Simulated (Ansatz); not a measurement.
# CH5BClN (SMILES CNBCl) at CAM-B3LYP/def2-SVP

Aim: the energy change on altering one bond length of CH5BClN at CAM-B3LYP/def2-SVP, from 2 runs. 

The calculation is run with Ansatz 0.2.0.

128 further runs of the same task are left out: 128 set aside as unsound or not needed.

## Step 1: The system as given

The species is CH5BClN (9 atoms), meant as a singlet with charge 0. As SMILES, `CNBCl`. The coordinates come from a PBE0-D4/def2-TZVP relaxation. This is one conformer, not always the lowest.

Bond lengths: C1–N2 1.445 Å, N2–B3 1.381 Å, B3–Cl4 1.771 Å, C1–H5 1.094 Å, C1–H6 1.094 Å, C1–H7 1.090 Å, N2–H8 1.009 Å, B3–H9 1.192 Å. Some angles: C1–N2–B3 126.0°, N2–B3–Cl4 119.6°, C1–N2–H8 115.0°, B3–N2–H8 119.0°, N2–C1–H5 111.4°, N2–C1–H6 111.4°, N2–C1–H7 109.2°, N2–B3–H9 121.5°, Cl4–B3–H9 118.9°, H5–C1–H6 108.3°.

## Step 2: A single-point energy at CAM-B3LYP/def2-SVP

Input file run.yaml:

```yaml
basis:
  gaussian:
    orbitals: def2-SVP
crystal:
  periodic: [false, false, false]
  atoms:
    - {symbol: C, position_ang: [0.510100, 0.482100, -0.973400]}
    - {symbol: "N", position_ang: [-0.407900, -0.226000, -0.111700]}
    - {symbol: B, position_ang: [-0.261100, -0.415200, 1.248200]}
    - {symbol: Cl, position_ang: [-1.495300, -1.314500, 2.144800]}
    - {symbol: H, position_ang: [0.907000, -0.170400, -1.756500]}
    - {symbol: H, position_ang: [0.027900, 1.338900, -1.452800]}
    - {symbol: H, position_ang: [1.346700, 0.849900, -0.380000]}
    - {symbol: H, position_ang: [-1.220500, -0.605500, -0.573900]}
    - {symbol: H, position_ang: [0.681600, 0.014200, 1.838200]}
hamiltonian:
  xc: {name: CAM-B3LYP}
accuracy: high
output: {orbitals: {seedname: orbitals}}
```

On the command line:

```sh
ansatz run run.yaml --threads 1 --pin off --max-ram 3480MiB --events-out events.jsonl --progress --plain --runs-dir runs
```

The program printed:

```text
Warning: RAYON_NUM_THREADS=1 ignored (pool sized by the plan → 1); use --threads N
Functional definition: CAM-B3LYP
  name "CAM-B3LYP"
  parameter alpha = 0.19
  parameter beta = 0.46
  parameter omega = 0.33/bohr
  parameter ac = 0.81
  exchange = (1 - alpha - beta)*b88_x + beta*b88_x_sr(omega) + alpha*exact_x + beta*exact_x_lr(omega)
  correlation = (1 - ac)*vwn5_c + ac*lyp_c
2017 factors; integrals over basis functions are off by at most 8.2e-9 eV
395 factors; integrals over basis functions are off by at most 1.9e-9 eV
mean field evaluation 1: about -15798.0398 eV, gradient 4.1e1 eV
mean field evaluation 2: about -15797.1386 eV, gradient 4.7e1 eV
mean field evaluation 4: about -15801.7172 eV, gradient 1.3e0 eV
mean field evaluation 8: about -15801.8844 eV, gradient 9.1e-2 eV
mean field evaluation 16: about -15801.8844 eV, gradient 3.4e-6 eV
mean field -15801.88438395 eV, -580.7085402081 hartree, gradient 3.6e-8 eV, S^2 0.000000; 0 other end points of the search recorded, 0 dependent functions left out
reference -15801.88440224 eV, -580.7085408804 hartree; 20, 20 occupied and 65, 65 virtual orbitals, 2017 factors
Total energy: -15801.88440224 eV, -580.7085408804 hartree
```

Run time: 6.6 s. Hardware: 1 thread of Arm Neoverse V2, shared host; peak memory 0.31 GiB.

## Step 3: The distorted shape at the same level

Input file molecule.yaml:

```yaml
crystal:
  periodic: [false, false, false]
  atoms:
    - symbol: C
      position_ang: [0.488085, 0.510473, -1.177338]
    - symbol: N
      position_ang: [-0.429915, -0.197627, -0.315638]
    - symbol: B
      position_ang: [-0.261100, -0.415200, 1.248200]
    - symbol: Cl
      position_ang: [-1.495300, -1.314500, 2.144800]
    - symbol: H
      position_ang: [0.884985, -0.142027, -1.960438]
    - symbol: H
      position_ang: [0.005885, 1.367273, -1.656738]
    - symbol: H
      position_ang: [1.324685, 0.878273, -0.583938]
    - symbol: H
      position_ang: [-1.242515, -0.577127, -0.777838]
    - symbol: H
      position_ang: [0.681600, 0.014200, 1.838200]
basis:
  gaussian:
    orbitals: def2-SVP
total_charge: 0
hamiltonian:
  xc: {name: CAM-B3LYP}
accuracy: high
output:
  orbitals: {seedname: orbitals}
```

On the command line:

```sh
ansatz run molecule.yaml --threads 1 --pin off --max-ram 3480MiB --events-out events.jsonl --progress --plain --runs-dir runs
```

The program printed:

```text
Warning: RAYON_NUM_THREADS=1 ignored (pool sized by the plan → 1); use --threads N
Functional definition: CAM-B3LYP
  name "CAM-B3LYP"
  parameter alpha = 0.19
  parameter beta = 0.46
  parameter omega = 0.33/bohr
  parameter ac = 0.81
  exchange = (1 - alpha - beta)*b88_x + beta*b88_x_sr(omega) + alpha*exact_x + beta*exact_x_lr(omega)
  correlation = (1 - ac)*vwn5_c + ac*lyp_c
2005 factors; integrals over basis functions are off by at most 6.1e-9 eV
400 factors; integrals over basis functions are off by at most 2.1e-9 eV
mean field evaluation 1: about -15797.1488 eV, gradient 4.2e1 eV
mean field evaluation 2: about -15794.2736 eV, gradient 5.5e1 eV
mean field evaluation 4: about -15801.0543 eV, gradient 1.7e0 eV
mean field evaluation 8: about -15801.2178 eV, gradient 1.5e-1 eV
mean field evaluation 16: about -15801.2179 eV, gradient 1.5e-5 eV
mean field -15801.21786168 eV, -580.6840459667 hartree, gradient 5.7e-8 eV, S^2 0.000000; 0 other end points of the search recorded, 0 dependent functions left out
reference -15801.21788054 eV, -580.6840466597 hartree; 20, 20 occupied and 65, 65 virtual orbitals, 2005 factors
Total energy: -15801.21788054 eV, -580.6840466597 hartree
```

Wall time 6.6 s (1 thread of Arm Neoverse V2, shared host); peak memory 0.31 GiB.

## Step 4: Outcome

At CAM-B3LYP/def2-SVP:

| quantity | value |
| --- | --- |
| first shape: total energy | -580.70854 Eh |
| first shape: HOMO energy | -8.98 eV |
| first shape: LUMO energy | 1.81 eV |
| first shape: HOMO–LUMO gap | 10.79 eV |
| distorted shape: total energy | -580.68405 Eh |
| distorted shape: HOMO energy | -8.40 eV |
| distorted shape: LUMO energy | 0.98 eV |
| distorted shape: HOMO–LUMO gap | 9.38 eV |
| energy change with the N2–B3 bond stretched from 1.381 to 1.588 Å | 0.667 eV |

What this shows: With the N2–B3 bond stretched from 1.381 to 1.588 Å the energy rises by 0.67 eV (64.3 kJ/mol). The first shape isn't relaxed at this level, so the change isn't measured from a minimum.
